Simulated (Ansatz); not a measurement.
# AsH2+ (triplet): the correlation ladder at distance As1–H2 = 1.511 Å, cc-pVDZ

How much of the correlation energy of AsH2+ (triplet) does each wave-function method recover here?

Method: cc-pVDZ, core rule «outside noble gas», up to 14 orbitals frozen; program: Ansatz 0.2.0, Gaussian basis.

The runs, in order: UHF; CCSD(T) on ROHF; CCSD(T) on UHF; BCCD(T) on ROHF; CISD; CCSDT(Q) on ROHF; CCSDT(Q) on UHF; CASSCF and MRCISD+Q, 4 electrons in 4 orbitals; CASSCF and NEVPT2, 4 electrons in 4 orbitals; CASSCF and MRCISD+Q, 6 electrons in 6 orbitals; CASSCF and NEVPT2, 6 electrons in 6 orbitals; Full CI.

14 further runs of the same task are left out: 12 that didn't finish, 2 set aside as unsound or not needed.

### Step 1. The geometry

The geometry derives from a PBE0/def2-TZVP stationary point (not a proven minimum). One bond is set to the value named and the two fragments are kept rigid. No spin-orbit coupling is included. The filled d shell of As may be among the frozen orbitals whatever the setting's name suggests; the logs give the count.

3 atoms, charge 1, spin multiplicity 3.

Atoms are counted from 1 here; the program's logs count them from 0.

Bond lengths: As1–H2 1.511 Å, As1–H3 1.511 Å. Angles: H2–As1–H3 122.3°.

### Step 2. UHF

Input file in.yaml:

```yaml
crystal:
  periodic: [false, false, false]
  atoms:
    - {symbol: As, position_ang: [0.000000, -0.019098, 0.000000]}
    - {symbol: H, position_ang: [0.000000, 0.709797, -1.324011]}
    - {symbol: H, position_ang: [0.000000, 0.709797, 1.324011]}
basis:
  gaussian: {orbitals: cc-pVDZ}
total_charge: 1
magnetization: {spin_polarized: true, initial_magnetization: 2}
hamiltonian: {xc: hf}
output: {orbitals: {seedname: orbitals}}
```

Started as:

```bash
> ansatz run in.yaml --threads 1 --pin off --events-out ev --progress --plain --max-ram 2393MiB
```

After this run come: CCSD(T) on ROHF; CCSD(T) on UHF; BCCD(T) on ROHF; CISD; CCSDT(Q) on ROHF; CCSDT(Q) on UHF; CASSCF and MRCISD+Q, 4 electrons in 4 orbitals; CASSCF and NEVPT2, 4 electrons in 4 orbitals; CASSCF and MRCISD+Q, 6 electrons in 6 orbitals; CASSCF and NEVPT2, 6 electrons in 6 orbitals; Full CI.

**Question.** What will the summary of the whole plan be? Wanted: FCI below the RHF energy; RMP2 from FCI; UMP2 from FCI; RCCSD from FCI; RCCSD(T) from FCI; UCCSD(T) from FCI; RCCSDT(Q) from FCI; UCCSDT(Q) from FCI; NEVPT2 pair from FCI.

**Answer**, as computed:

| quantity | value |
| --- | --- |
| FCI below the RHF energy | -2.7309 eV |
| RMP2 from FCI | +649.6 meV |
| UMP2 from FCI | +639.7 meV |
| RCCSD from FCI | +70.3 meV |
| RCCSD(T) from FCI | +16.5 meV |
| UCCSD(T) from FCI | +6.1 meV |
| RCCSDT(Q) from FCI | -0.3 meV |
| UCCSDT(Q) from FCI | -10.6 meV |
| NEVPT2 pair from FCI | +607.8 meV |
| MRCISD+Q pair from FCI | -11.5 meV |
| NEVPT2 valence from FCI | +459.0 meV |
| levels within 1 kcal/mol (43 meV) | RCCSD(T), UCCSD(T), BCCD(T), RCCSDT, UCCSDT, RCCSDT(Q), UCCSDT(Q), MRCISD+Q pair, MRCISD+Q valence |
| T1 diagnostic | 0.018 |
| effectively unpaired electrons | 2.03 |

**Reading.** RCCSD(T) lands +16.5 meV from the yardstick (0.6 % of the correlation energy). UCCSDT, UCCSDT(Q), MRCISD+Q pair fall below full CI: unrestricted runs freeze a spin-polarised core, another one than full CI's, and coupled cluster isn't variational. One determinant dominates. Of the multireference levels listed MRCISD+Q valence comes nearest in total energy (+3.5 meV), which doesn't show that its space is the better one. These misses are within one basis, not against nature; the frozen cores of restricted and unrestricted runs differ, which can shift their rows.
